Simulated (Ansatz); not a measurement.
# BGe2H (singlet): the correlation ladder, cc-pVDZ

One table from this session's results is given with a row withheld; the runs are named, their logs left out.

Method: cc-pVDZ, core rule «outside noble gas», up to 29 orbitals frozen; program: Ansatz 0.2.0, Gaussian basis.

To be run: UHF; CCSD(T) on RHF; CCSD(T) on UHF; BCCD(T) on RHF; CISD; CCSDT(Q) on RHF; CCSDT(Q) on UHF; CASSCF and MRCISD+Q, 8 electrons in 8 orbitals; CASSCF and NEVPT2, 8 electrons in 8 orbitals.

24 further runs of the same task are left out: 13 that didn't finish, 11 set aside as unsound or not needed. Runs told in other sessions of the task aren't counted.

**The system**

The geometry is a PBE0/def2-TZVP stationary point (not a proven minimum). No spin-orbit coupling is included. The filled d shell of Ge may be among the frozen orbitals whatever the setting's name suggests.

4 atoms, charge 0, spin multiplicity 1.

Atoms are counted from 1 here; the program's logs count them from 0.

Bond lengths: Ge1–B2 1.931 Å, B2–Ge3 1.931 Å, B2–H4 1.201 Å. Angles: Ge1–B2–Ge3 109.9°, Ge1–B2–H4 125.0°, Ge3–B2–H4 125.0°.

Set-up of the first run:

Input file in.yaml:

```yaml
crystal:
  periodic: [false, false, false]
  atoms:
    - {symbol: Ge, position_ang: [0.000000, -0.091093, 1.580819]}
    - {symbol: B, position_ang: [0.000000, 1.017297, 0.000000]}
    - {symbol: Ge, position_ang: [0.000000, -0.091093, -1.580819]}
    - {symbol: H, position_ang: [0.000000, 2.218380, 0.000000]}
basis:
  gaussian: {orbitals: cc-pVDZ}
magnetization: {spin_polarized: true, initial_magnetization: 0}
hamiltonian: {xc: hf}
output: {orbitals: {seedname: orbitals}}
```

Run with:

```console
ansatz run in.yaml --threads 1 --pin off --events-out ev --progress --plain --max-ram 2393MiB
```

Steps of the session up to this table: UHF; CCSD(T) on RHF; CCSD(T) on UHF; BCCD(T) on RHF; CISD; CCSDT(Q) on RHF; CCSDT(Q) on UHF; CASSCF and MRCISD+Q, 8 electrons in 8 orbitals; CASSCF and NEVPT2, 8 electrons in 8 orbitals.

One table of the session follows, with a row left open; its other results are not shown here.

It belongs to the step «Misses and costs». 

```
           method  from RCCSDT(Q) (meV)
              RHF               +7843.3
              UHF               +7497.6
             RMP2               +1510.2
             UMP2               +2090.1
             CISD               +1434.6
            RCCSD                +555.9
            UCCSD                     ?
         RCCSD(T)                +118.1
         UCCSD(T)                +204.3
          BCCD(T)                +108.4
           RCCSDT                 +59.4
           UCCSDT                 +75.6
        RCCSDT(Q)                     0
        UCCSDT(Q)                  -2.1
  CASSCF frontier               +6032.8
  NEVPT2 frontier               +1188.1
  MRCISD frontier                +765.2
MRCISD+Q frontier                +113.2
```

**Question.** Estimate the row for UCCSD.

The run gave: from RCCSDT(Q) (meV): +610.2. In the column «from RCCSDT(Q) (meV)» it lies between RCCSD (+555.9) and MRCISD frontier (+765.2).

With the free atoms at the same levels and basis (separate runs), the atomisation energy is 9.244 eV at RCCSDT(Q), 9.152 eV at RCCSD(T), 9.065 eV at UCCSD(T), 6.146 eV at RHF.

Limits of these values: The determinant of HF (⟨S²⟩ 1.17) is far from a pure spin state, so its energy mixes those of several spin states; that is harmless only where they are near-degenerate. The determinant of CCSD(T) (⟨S²⟩ 1.17) is far from a pure spin state, so its energy mixes those of several spin states; high orders of coupled cluster remove much of that, low ones don't. The determinant of CCSDT(Q) (⟨S²⟩ 1.17) is far from a pure spin state, so its energy mixes those of several spin states; high orders of coupled cluster remove much of that, low ones don't. Warnings: restricted reference is unstable; spin contamination; large T1 diagnostic. Restricted and unrestricted rows rest on different reference determinants; a gap between their highest levels can come from leftover correlation error, from unlike frozen cores or from another state.
